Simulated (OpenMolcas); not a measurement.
# V²⁺ in KCdF3: CASSCF and CASPT2 levels and susceptibility

Aim: the ligand-field states of V²⁺ in this surrounding, its lowest levels with spin-orbit coupling and its magnetic susceptibility.

Program: OpenMolcas 26.06. Level of theory: state-averaged CASSCF and CASPT2, spin-orbit coupling by RASSI with atomic mean-field integrals. These are calculated values, not measurements, unless marked.

## 1. Starting point

- Species: V²⁺ (vanadium, Z = 23, 21 electrons)
- Basis: ANO-RCC-VTZP [6s5p3d2f1g], 167 functions with the ligands
- Scalar Hamiltonian: DKH2, point nucleus
- Inactive shells: 1s 2s 2p 3s 3p of the metal, and all ligand shells
- Active space: 3 electrons in 5 orbitals (3d)
- Some configurations of this space: 3d3
- Orbitals: optimised for each spin and parity, averaged over all roots

Outer shells as boxes (Hund's rule):

3d3
```
3d [↑ ][↑ ][↑ ][  ][  ]
```

V²⁺ is taken with its 6 nearest fluoride ions at 2.118 Å, on the cation site of KCdF3 (a = 4.302 Å). The rest of the host is ab initio model potentials to 7.6 Å, with orthogonalisation functions on the cations behind the ligands, and point charges beyond; the distance is set by hand, nothing relaxes, and no local charge compensation is placed. Ligand basis ANO-RCC-VDZP.

```xyz
15

V     0.0000    0.0000    0.0000
F     2.1180    0.0000    0.0000
F     0.0000    2.1180    0.0000
F    -2.1180    0.0000    0.0000
F     0.0000   -2.1180    0.0000
F     0.0000    0.0000    2.1180
F     0.0000    0.0000   -2.1180
K     2.1510   -2.1510   -2.1510
K    -2.1510    2.1510    2.1510
K     2.1510   -2.1510    2.1510
K    -2.1510    2.1510   -2.1510
K     2.1510    2.1510   -2.1510
K    -2.1510   -2.1510    2.1510
K     2.1510    2.1510    2.1510
K    -2.1510   -2.1510   -2.1510
```

Each step is its own input file, run in one work folder so that later steps find the files of earlier ones. Labels, J, g values, rates, χT and fits are worked out afterwards by a script from the matrices that RASSI stores.

## 2. One- and two-electron integrals

a.inp

```
&GATEWAY
Basis set
V.ANO-RCC-VTZP.
V1 0.0 0.0 0.0 Angstrom
End of basis
Basis set
F.ANO-RCC-VDZP.
L1 2.118000 0.000000 0.000000 Angstrom
L2 0.000000 2.118000 0.000000 Angstrom
L3 0.000000 0.000000 2.118000 Angstrom
End of basis
Basis set
Cd.EMB-AIMP.Lopez-Moraza.11s7p.1s1p.ECP.KCdF3.
PseudoCharge
* 3 symmetry-unique lattice sites within 7.6 angstrom
End of basis
Basis set
K.EMB-AIMP.Lopez-Moraza.0s.0s.ECP.KCdF3.
PseudoCharge
* 16 symmetry-unique lattice sites within 7.6 angstrom
End of basis
Basis set
Cd.EMB-AIMP.Lopez-Moraza.0s.0s.ECP.KCdF3.
PseudoCharge
* 10 symmetry-unique lattice sites within 7.6 angstrom
End of basis
Basis set
F.EMB-AIMP.Lopez-Moraza.0s.0s.ECP.KCdF3.
PseudoCharge
* 27 symmetry-unique lattice sites within 7.6 angstrom
End of basis
Symmetry
XYZ
AngMom=0.0 0.0 0.0
AMFI
RICD
XField
1533 Angstrom 0
* Evjen-weighted lattice charges
&SEWARD
```

Run with:

```
$ OMP_NUM_THREADS=1 MOLCAS_MEM=2457 MOLCAS_PROJECT=a pymolcas a.inp > a.log
```

## 3. CASSCF: quartets, 10 roots

a.inp

```
&RASSCF
FileOrb=start.orb
Symmetry=1
Spin=4
nActEl=3 0 0
Inactive=18 21
Ras2=5 0
CIRoot=10 10 1
SDav=10
CIMx=300
Iter=150 100
PrWF=0.3
OrbListing=Nothing
MaxOrb=0
LevShft=1.0
>>> COPY $Project.JobIph JOB001
```

start.orb holds start orbitals that the driver prepared beforehand, or those of the step before.

## 4. CASSCF: doublets, 40 roots

a.inp

```
&RASSCF
FileOrb=start.orb
Symmetry=1
Spin=2
nActEl=3 0 0
Inactive=18 21
Ras2=5 0
CIRoot=40 40 1
SDav=40
CIMx=300
Iter=150 100
PrWF=0.3
OrbListing=Nothing
MaxOrb=0
LevShft=1.0
>>> COPY $Project.JobIph JOB002
```

## 5. RASSI: spin-orbit coupling between the states

a.inp

```
&RASSI
NrOfJobIphs=2 10 40
1 2 3 4 5 6 7 8 9 10
1 2 3 4 5 6 7 8 9 10 11 12 13 14 15 16 17 18 19 20 21 22 23 24 25 26 27
28 29 30 31 32 33 34 35 36 37 38 39 40
IphNames
JOB001
JOB002
EJob
SpinOrbit
DIPRint=1.0
SOCoupling=1000.0
Subsets=2
Property=9
'ANGMOM' 1 'ANGMOM' 2 'ANGMOM' 3 'MLTPL  1' 1 'MLTPL  1' 2 'MLTPL  1' 3
'AMFI' 1 'AMFI' 2 'AMFI' 3
SOProperty=3
'ANGMOM' 1 'ANGMOM' 2 'ANGMOM' 3
```

## 6. CASPT2: IPEA 0.25, imaginary shift 0.1 (closed shells correlated: 3s 3p of the metal, with ligand shells; the Frozen line counts the rest)

a.inp

```
>>> COPY JOB001 $Project.JobIph
&CASPT2
Multistate=10 1 2 3 4 5 6 7 8 9 10
NoMult
Frozen=5 6
IPEA=0.25
Imaginary=0.1
MaxIter=60
WThr=0.0 0.3 0.05
PrWF=0.5
NoMix
>>> COPY JOB002 $Project.JobIph
&CASPT2
Multistate=40 1 2 3 4 5 6 7 8 9 10 11 12 13 14 15 16 17 18 19 20 21 22
23 24 25 26 27 28 29 30 31 32 33 34 35 36 37 38 39 40
NoMult
Frozen=5 6
IPEA=0.25
Imaginary=0.1
MaxIter=60
WThr=0.0 0.3 0.05
PrWF=0.5
NoMix
```

(Steps that only read results are left out.)

**Question.** What will these runs give? Wanted: spin-free ground state; first state of the same spin within the active space; lowest level; next level.

As calculated:

| quantity | value |
| --- | --- |
| method | SS-CASPT2, IPEA 0.25, imaginary shift 0.1 (closed shells correlated: 3s 3p of the metal, with ligand shells; the Frozen line counts the rest) |
| spin-free ground state | 4A2, 1-fold in its orbital part |
| first state of the same spin within the active space | 4T2 at 10900 cm⁻¹ |
| lowest level | 4-fold Γ8 |
| next level | 10858.2 cm⁻¹ |
| χT at 300 K | 1.85 cm³ K/mol |
| effective moment at 300 K | 3.85 μB |

Cost by method:

```csv
method,time of its own steps,time with the reference
A. CASSCF,28 s,28 s
"B. SS-CASPT2, IPEA 0.25, imaginary shift 0.1, +3s 3p",4.8 min,5.3 min
```

Times are of one thread on a shared host.

The spin-free ground state (4A2) comes to 100 % from free-ion F terms and keeps the highest spin of the shell. χT at 300 K is 1.85, against 1.88 cm³ K/mol for the spin alone; near agreement at one temperature doesn't show that the orbital moment is quenched. CASPT2 does not keep the components of a term degenerate, and the means are used.
